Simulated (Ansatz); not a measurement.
# C2H8BrIn: the cost of one run

Program: Ansatz 0.2.0. Level of theory: RKS PBE-D4/def2-SVP. These are calculated values, not measurements.

**1. Starting point**

Bond lengths: In1–Br2 3.059 Å, In1–C3 2.252 Å, In1–C4 2.254 Å, C3–H7 1.087 Å, C3–H8 1.087 Å, C3–H9 1.088 Å, C4–H10 1.089 Å, C4–H11 1.088 Å, C4–H12 1.087 Å. Angles (14 of 15 angles, heavy atoms first): Br2–In1–C3 104.8°, Br2–In1–C4 105.1°, C3–In1–C4 147.5°, In1–C3–H7 106.7°, In1–C3–H8 108.7°, In1–C3–H9 109.6°, In1–C4–H10 108.7°, In1–C4–H11 109.1°, In1–C4–H12 107.2°, H7–C3–H8 110.6°, H7–C3–H9 110.6°, H8–C3–H9 110.6°, H10–C4–H11 110.6°, H10–C4–H12 110.5°.

Coordinates:

```xyz
12

In   -0.0325   -0.1351   -0.0259
Br    2.4495    1.0001   -1.4068
C     0.7036   -0.8686    1.9719
C    -1.5906   -0.2796   -1.6479
H     1.1349    1.9995   -0.2841
H     0.3342    2.1011    0.2634
H     1.6981   -0.4522    2.1103
H     0.0286   -0.5103    2.7455
H     0.7409   -1.9559    1.9699
H    -1.7001   -1.3244   -1.9336
H    -2.5324    0.1156   -1.2739
H    -1.2343    0.3098   -2.4888
```

**2. A restrained relaxation towards end A**

Springs on the bonds that form and break draw the guess towards this end; the thresholds are loose.

Contents of input.yaml:

```yaml
crystal:
  periodic: [false, false, false]
  atoms:
    - { symbol: In, position_ang: [-0.0325, -0.1351, -0.0259] }
    - { symbol: Br, position_ang: [2.4495, 1.0001, -1.4068] }
    - { symbol: C, position_ang: [0.7036, -0.8686, 1.9719] }
    - { symbol: C, position_ang: [-1.5906, -0.2796, -1.6479] }
    - { symbol: H, position_ang: [1.1349, 1.9995, -0.2841] }
    - { symbol: H, position_ang: [0.3342, 2.1011, 0.2634] }
    - { symbol: H, position_ang: [1.6981, -0.4522, 2.1103] }
    - { symbol: H, position_ang: [0.0286, -0.5103, 2.7455] }
    - { symbol: H, position_ang: [0.7409, -1.9559, 1.9699] }
    - { symbol: H, position_ang: [-1.7001, -1.3244, -1.9336] }
    - { symbol: H, position_ang: [-2.5324, 0.1156, -1.2739] }
    - { symbol: H, position_ang: [-1.2343, 0.3098, -2.4888] }
basis:
  gaussian: { orbitals: def2-SVP }
hamiltonian:
  xc: pbe
  dispersion: d4
relax:
  f_tol: 0.15
  max_steps: 25
  restrain:
    - { distance: [0, 5], at: 3.03, k: 30.0 }
    - { distance: [4, 1], at: 2.81, k: 30.0 }
    - { distance: [0, 1], at: 2.62, k: 30.0 }
    - { distance: [4, 5], at: 0.62, k: 30.0 }
```

Started as:

```
$ ansatz run input.yaml --threads 4 --pin off --max-ram 5120MiB --backend cpu --events-out ev --progress --plain --runs-dir out
```

**Question.** How long does this run take on 4 threads of Arm Neoverse N1, shared host, and how much memory does it need?

About 19 s, with a peak of 0.19 GiB.
